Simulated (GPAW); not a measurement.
Runs of GPAW 26.7.0 on CoW3. It takes space group Pm-3m (No. 221, cubic). The conventional cell has a = 3.907 Å, b = 3.907 Å, c = 3.907 Å, α = 90.00°, β = 90.00°, γ = 90.00°. W (site symmetry 4/mmm) is surrounded by 8 W at 2.76 Å and 4 Co at 2.76 Å. Around Co (site symmetry m-3m) lie 12 W at 2.76 Å. The cell comes from a database or a generator and needn't be the stable form of this composition.

```tsv
level	gap on the mesh (eV)	pressure (GPa)	moment (μB)	relaxed volume (Å³/atom)
PBEsol	none	0.0	(b)	14.36
PBEsol+D4	none	0.0	0.88	14.18
PBEsol+D3	none	-0.1	0.85	14.05
PBEsol+D3(BJ)	none	-0.1	(c)	14.01
PBEsol+D3(BJ)+ATM	none	-0.1	0.85	(a)
```

Alike in all rows: task relaxation of cell and atoms; potentials or basis PAW data sets generated in the run's folder for this functional, pw; spin collinear, ferromagnetic start; cell relaxed; k mesh 5 × 5 × 5; cutoff (eV) 600; smearing fermi-dirac 0.05 eV.

Task: Fill in the values left out.

Result: (a) 14.08; (b) 0.93; (c) 0.83.

Caveats: each step starts from the last one's moments, so a moment once lost doesn't come back; later steps reuse the first step's grids; pairwise dispersion overbinds metals, which lowers pressure and volume (some runs).

A k mesh can miss the band edges, and the runs leave out spin-orbit coupling on W.

A gap of «none» marks a metal or a gap under the smearing width.
